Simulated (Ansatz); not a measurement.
# C2H5AlS: geometry optimisation

Aim: relax C2H5AlS at this level.

Computed with Ansatz 0.2.0. Level: RHF/def2-SVPD.

1 further run of the same task is left out (set aside as unsound or not needed).

## 1. Starting geometry

9 atoms, charge 0, spin multiplicity 1.

Atoms are counted from 1 here; the program's logs count them from 0.

Bond lengths: C1–Al2 1.949 Å, C1–H5 1.107 Å, C1–H6 1.107 Å, C1–H7 1.109 Å, Al2–C3 1.934 Å, Al2–S4 2.155 Å, C3–S4 1.948 Å, C3–H8 1.104 Å, C3–H9 1.104 Å. Angles: Al2–C1–H5 111.3°, Al2–C1–H6 111.8°, Al2–C1–H7 110.0°, H5–C1–H6 108.6°, H5–C1–H7 107.5°, H6–C1–H7 107.5°, C1–Al2–C3 156.0°, C1–Al2–S4 147.3°, C3–Al2–S4 56.6°, Al2–C3–S4 67.4°, Al2–C3–H8 123.0°, Al2–C3–H9 122.9°, S4–C3–H8 110.7°, S4–C3–H9 110.7°, H8–C3–H9 111.0°, Al2–S4–C3 56.0°.

Coordinates:

```mol
C2H5AlS
  3D, bonds by distance, orders not assigned

  9  9  0  0  0  0  0  0  0  0999 V2000
   -0.3704    1.5450   -0.9587 C   0  0
    0.0448   -0.1853   -0.1626 Al  0  0
    0.3411   -1.4436    1.2761 C   0  0
    0.6092   -2.2405   -0.4814 S   0  0
   -0.8367    1.4264   -1.9561 H   0  0
   -1.0511    2.1392   -0.3185 H   0  0
    0.5596    2.1341   -1.0941 H   0  0
    1.2741   -1.4743    1.8658 H   0  0
   -0.4822   -1.9473    1.8125 H   0  0
  1  2  8  0
  1  5  8  0
  1  6  8  0
  1  7  8  0
  2  3  8  0
  2  4  8  0
  3  4  8  0
  3  8  8  0
  3  9  8  0
M  END
```

## 2. Relaxation

Contents of input.yaml:

```yaml
crystal:
  periodic: [false, false, false]
  atoms:
    - { symbol: C, position_ang: [-0.370421, 1.544965, -0.958671] }
    - { symbol: Al, position_ang: [0.044751, -0.185302, -0.162638] }
    - { symbol: C, position_ang: [0.3411, -1.443646, 1.276094] }
    - { symbol: S, position_ang: [0.609249, -2.240546, -0.481387] }
    - { symbol: H, position_ang: [-0.836686, 1.426443, -1.956088] }
    - { symbol: H, position_ang: [-1.051123, 2.139224, -0.318467] }
    - { symbol: H, position_ang: [0.559639, 2.134134, -1.094099] }
    - { symbol: H, position_ang: [1.274132, -1.474307, 1.865789] }
    - { symbol: H, position_ang: [-0.48224, -1.947265, 1.812467] }
basis:
  gaussian: { orbitals: def2-SVPD }
hamiltonian:
  xc: hf
output:
  forces: true
relax:
  f_tol: 0.003
  max_steps: 120
```

The run is started by

```sh
$ ansatz run input.yaml --threads 1 --pin off --max-ram 2560MiB --backend cpu --events-out ev --progress --plain --runs-dir out
```

Before running it: what results should come out? Wanted: energy gained; root mean square move; dipole moment.

**Answer**, as computed:

| quantity | value |
| --- | --- |
| energy gained | 0.0333 eV |
| root mean square move | 0.250 Å |
| dipole moment | 3.81 D |

**Reading.** Bond lengths: C1–Al2 1.947 Å, C1–H5 1.092 Å, C1–H6 1.093 Å, C1–H7 1.093 Å, Al2–C3 1.921 Å, Al2–S4 2.134 Å, C3–S4 1.929 Å, C3–H8 1.086 Å, C3–H9 1.086 Å. Angles: Al2–C1–H5 111.7°, Al2–C1–H6 110.9°, Al2–C1–H7 110.9°, H5–C1–H6 108.0°, H5–C1–H7 108.0°, H6–C1–H7 107.2°, C1–Al2–C3 154.0°, C1–Al2–S4 149.5°, C3–Al2–S4 56.5°, Al2–C3–S4 67.3°, Al2–C3–H8 123.1°, Al2–C3–H9 123.1°, S4–C3–H8 110.6°, S4–C3–H9 110.6°, H8–C3–H9 110.9°, Al2–S4–C3 56.2°. No frequencies were computed here.
